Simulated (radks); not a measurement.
**Ionisation energy and size from La to Gd**

One table from this session's results is given with a row withheld; the runs are named, their logs left out.

Method: Dirac Kohn-Sham, PBE, spin-unpolarised, spherical densities, finite nucleus; open shells fill j = l - 1/2 first. Code: radks (a radial shooting solver on a logarithmic mesh, Libxc functionals) version 1.

## What is computed

- species: La, Ce, Pr, Nd, Pm, Sm, Eu, Gd
- runs: 16, each species and its next ion

Set-up of the first run:

Input:

```text
Z 57
configuration [Xe] 5d1 6s2
relativity Dirac
functional pbe,pbe
spin unpolarised
j_filling energy
nucleus finite rms 4.855 fm
c 137.035999084
```

Among the steps run: La, [Xe] 5d1 6s2; La⁺, [Xe] 5d2; Ce, [Xe] 4f1 5d1 6s2; Ce⁺, [Xe] 4f1 5d2; Pr, [Xe] 4f3 6s2; Pr⁺, [Xe] 4f3 6s1; Nd, [Xe] 4f4 6s2; Nd⁺, [Xe] 4f4 6s1; Pm, [Xe] 4f5 6s2; Pm⁺, [Xe] 4f5 6s1; Sm, [Xe] 4f6 6s2; Sm⁺, [Xe] 4f6 6s1; Eu, [Xe] 4f7 6s2; Eu⁺, [Xe] 4f7 6s1; Gd, [Xe] 4f7 5d1 6s2; Gd⁺, [Xe] 4f7 5d1 6s1.

One of the session's tables, all rows but one given; the rest of the session is left out.

```
species  Δ-SCF (eV)  −ε(HOMO) (eV)  its <r> (bohr)
     La       5.919          3.172            4.43
     Ce       6.115          3.144            4.36
     Pr       5.716          1.336            4.50
     Nd       5.793          1.840            4.44
     Pm       5.868          2.244            4.38
     Sm           ?              ?               ?
     Eu       6.015          2.264            4.27
     Gd       6.616          2.638            4.00
```

**Question.** Estimate the row for Sm.

The run gave: Δ-SCF (eV): 5.941; −ε(HOMO) (eV): 2.564; its <r> (bohr): 4.33. In the column «Δ-SCF (eV)» it lies between La (5.919) and Eu (6.015).

Limits of these values: For La, Ce, Pr, Nd, Pm, Sm, Eu, Gd the highest level isn't the widest one, so −ε(HOMO) and <r> belong to different orbitals, and Δ-SCF follows the ion's typed configuration. Spin polarisation and multiplet splitting are left out, so open shells lie too high by an amount that depends on their filling.
